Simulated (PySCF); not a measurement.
# C₄H₉Ga: a tour of settings, part 2 of 2

PySCF 2.14.0. Atoms count from 0. Earlier steps stand in the parts before.

## (6) Indirect couplings: B97-D/6-31G*

What the job is given:

```
{"job": {"kind": "j", "xc": "B97-D", "basis": "6-31G*", "scf": {"level_shift": 0.3}}, "charge": 0, "multiplicity": 1}
C      2.124021    -1.390713     0.323079
C      1.810436    -0.113668     0.164134
C      0.826557     0.404580    -0.826339
Ga    -0.850275     1.009918     0.212180
C     -2.707883     0.182786     0.073803
H      1.682540    -2.161433    -0.289246
H      2.832645    -1.716343     1.065523
H      2.280058     0.638765     0.792028
H      1.257006     1.258222    -1.364907
H      0.558630    -0.370289    -1.554566
H     -0.629302     2.207627     1.252407
H     -2.659999    -0.891945     0.271518
H     -3.403075     0.631070     0.788633
H     -3.122038     0.310951    -0.930413
```

Method: B97-D/6-31G* indirect spin-spin coupling, non-relativistic, gas phase.

The program printed:

```text
final grid: 106472 points
cycle   1  E = -2083.1427607444  dE = -4.448e-01  |g| = 4.453e-01  |ddm| = 3.230e+00
cycle   2  E = -2083.1720837729  dE = -2.932e-02  |g| = 3.925e-01  |ddm| = 7.012e-01
cycle   3  E = -2083.1941252429  dE = -2.204e-02  |g| = 1.089e-01  |ddm| = 1.832e-01
cycle   4  E = -2083.1974637716  dE = -3.339e-03  |g| = 2.116e-02  |ddm| = 1.021e-01
cycle   5  E = -2083.1976236127  dE = -1.598e-04  |g| = 6.939e-03  |ddm| = 4.633e-02
cycle   6  E = -2083.1976417826  dE = -1.817e-05  |g| = 2.238e-03  |ddm| = 9.965e-03
cycle   7  E = -2083.1976449475  dE = -3.165e-06  |g| = 1.014e-03  |ddm| = 4.674e-03
cycle   8  E = -2083.1976458076  dE = -8.601e-07  |g| = 5.013e-04  |ddm| = 2.112e-03
cycle   9  E = -2083.1976461096  dE = -3.020e-07  |g| = 3.166e-04  |ddm| = 1.180e-03
cycle  10  E = -2083.1976462357  dE = -1.261e-07  |g| = 1.819e-04  |ddm| = 7.099e-04
cycle  11  E = -2083.1976462880  dE = -5.232e-08  |g| = 1.192e-04  |ddm| = 4.558e-04
cycle  12  E = -2083.1976463113  dE = -2.331e-08  |g| = 8.224e-05  |ddm| = 2.867e-04
cycle  13  E = -2083.1976463222  dE = -1.088e-08  |g| = 6.105e-05  |ddm| = 1.897e-04
cycle  14  E = -2083.1976463271  dE = -4.921e-09  |g| = 4.253e-05  |ddm| = 1.347e-04
cycle  15  E = -2083.1976463294  dE = -2.350e-09  |g| = 2.713e-05  |ddm| = 8.959e-05
cycle  16  E = -2083.1976463305  dE = -1.094e-09  |g| = 1.908e-05  |ddm| = 5.808e-05
cycle  17  E = -2083.1976463311  dE = -5.275e-10  |g| = 1.324e-05  |ddm| = 3.995e-05
level shift removed, Fock matrix diagonalised once more
converged SCF energy = -2083.1976463311

Indirect spin-spin couplings (Hz)
  i      j    bonds     total        FC       PSO       DSO        SD
  0 C    1 C    1     86.745    94.026    -7.439     0.158         -
  0 C    2 C    2     -1.248    -1.003    -0.223    -0.022         -
  0 C    4 C    4      1.158     1.181     0.016    -0.039         -
  0 C    5 H    1    155.690   154.587     0.381     0.722         -
  0 C    6 H    1    158.298   157.233     0.391     0.674         -
  0 C    7 H    2     -0.924     0.550    -0.995    -0.479         -
  0 C    8 H    3      9.811    10.010     0.192    -0.391         -
  0 C    9 H    3      5.844     6.076    -0.300     0.067         -
  0 C   10 H    4      0.257     0.422     0.109    -0.274         -
  0 C   13 H    5     -0.205    -0.093     0.069    -0.181         -
  1 C    2 C    1     52.205    53.467    -1.523     0.261         -
  1 C    4 C    3     -0.159    -0.118     0.037    -0.078         -
  1 C    5 H    2     -2.711    -1.043    -1.218    -0.450         -
  1 C    6 H    2     -2.832    -1.242    -1.102    -0.488         -
  1 C    7 H    1    150.965   149.851     0.110     1.004         -
  1 C    8 H    2     -8.098    -8.029    -0.075     0.005         -
  1 C    9 H    2     -3.420    -3.174    -0.217    -0.030         -
  1 C   10 H    3     -0.736    -0.653     0.003    -0.085         -
  1 C   11 H    4      0.177     0.245     0.026    -0.095         -
  1 C   12 H    4     -0.413    -0.192     0.099    -0.321         -
  1 C   13 H    4     -0.176     0.017     0.089    -0.282         -
  2 C    4 C    2      7.238     7.465    -0.118    -0.109         -
  2 C    5 H    3      6.966     6.991    -0.118     0.093         -
  2 C    6 H    3     10.476    10.660     0.231    -0.414         -
  2 C    7 H    2      5.754     5.839    -0.005    -0.081         -
  2 C    8 H    1    143.557   141.327     1.117     1.113         -
  2 C    9 H    1    141.688   139.564     0.992     1.132         -
  2 C   10 H    2     17.161    17.786    -0.053    -0.572         -
  2 C   11 H    3     -1.152    -0.963    -0.018    -0.171         -
  2 C   12 H    3      3.387     3.845     0.098    -0.556         -
  2 C   13 H    3     -1.221    -1.012    -0.006    -0.203         -
  4 C    5 H    5     -0.432    -0.389     0.005    -0.048         -
  4 C    6 H    5     -0.455    -0.335     0.077    -0.197         -
  4 C    8 H    3      0.380     0.766     0.101    -0.487         -
  4 C    9 H    3     -0.723    -0.609    -0.037    -0.077         -
  4 C   10 H    2     21.094    21.827    -0.039    -0.693         -
  4 C   11 H    1    132.699   130.478     1.366     0.855         -
  4 C   12 H    1    138.658   136.573     1.252     0.833         -
  4 C   13 H    1    133.494   131.279     1.366     0.849         -
  5 H    6 H    2     -2.718    -1.533     2.158    -3.343         -
  5 H    7 H    3     13.903    15.511     1.516    -3.124         -
  5 H    8 H    4     -3.104    -2.648     0.747    -1.204         -
  5 H    9 H    4      0.457    -0.295    -0.978     1.730         -
  5 H   10 H    5     -0.930     0.059     0.419    -1.407         -
  5 H   11 H    6      0.217    -0.004    -0.263     0.484         -
  5 H   12 H    6     -0.494    -0.073     0.266    -0.687         -
  5 H   13 H    6     -0.174     0.029     0.091    -0.294         -
  6 H    7 H    3      9.156     9.675    -0.027    -0.492         -
  6 H    8 H    4     -2.707    -2.120     0.960    -1.547         -
  6 H    9 H    4     -0.875    -0.244     0.886    -1.516         -
  6 H   10 H    5     -0.441     0.002     0.302    -0.745         -
  6 H   11 H    6     -0.172     0.003     0.164    -0.339         -
  6 H   12 H    6     -0.522    -0.062     0.331    -0.791         -
  6 H   13 H    6     -0.446     0.038     0.387    -0.872         -
  7 H    8 H    3      4.605     4.392     0.113     0.100         -
  7 H    9 H    3     10.050    10.962     1.619    -2.531         -
  7 H   10 H    4      0.941     0.485    -0.325     0.781         -
  7 H   11 H    5     -0.625     0.011     0.326    -0.962         -
  7 H   12 H    5     -0.817     0.034     0.346    -1.198         -
  7 H   13 H    5     -0.966    -0.049     0.463    -1.379         -
  8 H    9 H    2    -12.237   -12.185     1.474    -1.526         -
  8 H   10 H    3     -2.434    -1.639     0.117    -0.912         -
  8 H   11 H    4     -1.068    -0.044     0.532    -1.556         -
  8 H   12 H    4     -1.471    -0.161     0.550    -1.860         -
  8 H   13 H    4     -0.446     0.222     0.250    -0.917         -
  9 H   10 H    3      1.295     3.944     0.755    -3.403         -
  9 H   12 H    4     -1.202    -0.236     0.499    -1.465         -
 10 H   11 H    3     -0.964     1.319     0.587    -2.870         -
 10 H   12 H    3     -1.282    -0.801    -0.047    -0.434         -
 10 H   13 H    3     -1.019     1.176     0.571    -2.765         -
 11 H   12 H    2    -12.751   -12.411     1.688    -2.028         -
 11 H   13 H    2    -14.941   -14.663     1.648    -1.927         -
 12 H   13 H    2    -12.818   -12.472     1.695    -2.041         -
```

It took 14 s on 1 thread of Arm Neoverse V2, shared host; peak memory 0.47 GiB.

This basis has no tight s functions, so the Fermi-contact terms are rough.

A choice of the couplings up to four bonds, sorted by the number of bonds, with means over like pairs; isotopes 13C, 1H:

```tsv
pair	bonds	J (Hz)	Fermi contact (Hz)	dihedral (°)
C0–H6	1	158.3	157.2	–
C0–H5	1	155.7	154.6	–
C1–H7	1	151.0	149.9	–
C2–H8	1	142.6	140.4	–
C4–H11	1	135.0	132.8	–
C0–C1	1	86.7	94.0	–
C1–C2	1	52.2	53.5	–
C4–H10	2	21.1	21.8	–
C2–H10	2	17.2	17.8	–
H11–H12	2	-13.5	-13.2	–
H8–H9	2	-12.2	-12.2	–
C2–C4	2	7.2	7.5	–
C1–H8	2	-5.8	-5.6	–
C2–H7	2	5.8	5.8	–
C1–H6	2	-2.8	-1.2	–
H5–H6	2	-2.7	-1.5	–
H5–H7	3	13.9	15.5	-179
C2–H6	3	10.5	10.7	-179
H6–H7	3	9.2	9.7	0
C0–H8	3	7.8	8.0	–
H7–H8	3	7.3	7.7	–
C2–H5	3	7.0	7.0	1
H10–H11	3	-1.1	0.6	–
H6–H8	4	-1.8	-1.2	–
H5–H8	4	-1.3	-1.5	–
C0–C4	4	1.2	1.2	–
```

Means hide unlike values in this fixed geometry: C1–H8 from -8.1 to -3.4 Hz; H7–H8 from 4.6 to 10.1 Hz. They hold only if the pairs exchange fast.

The spin-dipole term was not solved, so all couplings lack that part.

The response was solved for the nuclei of C, H alone, so couplings that need other nuclei can be missing.

Quadrupole couplings from the field gradients of the same density:

```tsv
atom	isotope	eQq/h (MHz)	η
Ga3	69Ga	108.6	0.06
```

Joined with the shifts from before (PBE0/3-21G, unscaled), the couplings predict the line list below for 400 MHz. Couplings to quadrupolar nuclei are left out.

¹H NMR δ 7.87 (br, 1H), 6.33 (ddt, J = 13.9, 9.2, 7.3 Hz, 1H), 5.55 (ddt, J = 13.9, 2.7, 1.3 Hz, 1H), 5.27 (ddt, J = 9.2, 2.7, 1.8 Hz, 1H), 2.46 (dt, J = 7.3, 1.6 Hz, 2H), 0.70 (s, 3H). The letters are first-order; like nuclei with unlike couplings give more lines.

## (7) Run by run: NMR shifts

Shifts (ppm) of some atoms, chosen among heavy atoms and hydrogens apart, with basis size and wall time:

```tsv
run	C1	C0	C2	C4	H10	H5	H6	functions	time
PBE0/3-21G	119.0	103.8	28.7	3.3	7.87	5.55	5.27	76	4.1 s
OLYP/aug-pcSseg-1	136.9	111.2	38.2	2.3	6.82	5.23	5.05	235	77 s
BLYP/pcSseg-1	139.4	115.4	41.7	5.4	7.17	5.17	4.96	154	17 s
PBE0/pcSseg-1	141.2	118.0	35.1	2.2	6.80	5.32	5.10	154	11 s
```

## (8) Summary of results

This closing draws on all 2 parts.

| quantity | value |
| --- | --- |
| ¹³C shifts against TMS (PBE0/3-21G) | 119.0, 103.8, 28.7, 3.3 ppm |
| ¹H shifts against TMS (PBE0/3-21G, means over atoms taken as alike) | 7.87, 6.33, 5.55, 5.27, 2.46, 0.70 ppm |
| shieldings of Ga (PBE0/3-21G) | Ga3 1794.3 ppm |
| largest coupling of the table (B97-D/6-31G*) | ¹J(C,H) C0–H6, 158.3 Hz |
| range of the shift of C1 | 119.0 to 141.2 ppm |

**Reading.** Single values in the summary come from the first sound run of each kind (PBE0/3-21G; B97-D/6-31G*), which need not be the best level. At PBE0/3-21G: The widest tensor belongs to Ga3: span 373 ppm, with a paramagnetic part of -822 ppm. In the run at B97-D/6-31G*, the largest coupling of the table is C0–H6, 158.3 Hz, of which the Fermi-contact term gives 157.2 Hz. Couplings across rotatable bonds belong to this one conformer; where others are populated, the observed values are averages. Among the atoms with a shift in every run: Across the 4 runs the shift of C1 moves most, between 119.0 (PBE0/3-21G) and 141.2 ppm (PBE0/pcSseg-1). Spin-orbit coupling is left out, which matters for shieldings and couplings at and beside the heavy atoms. Couplings from bases without tight functions are rough.
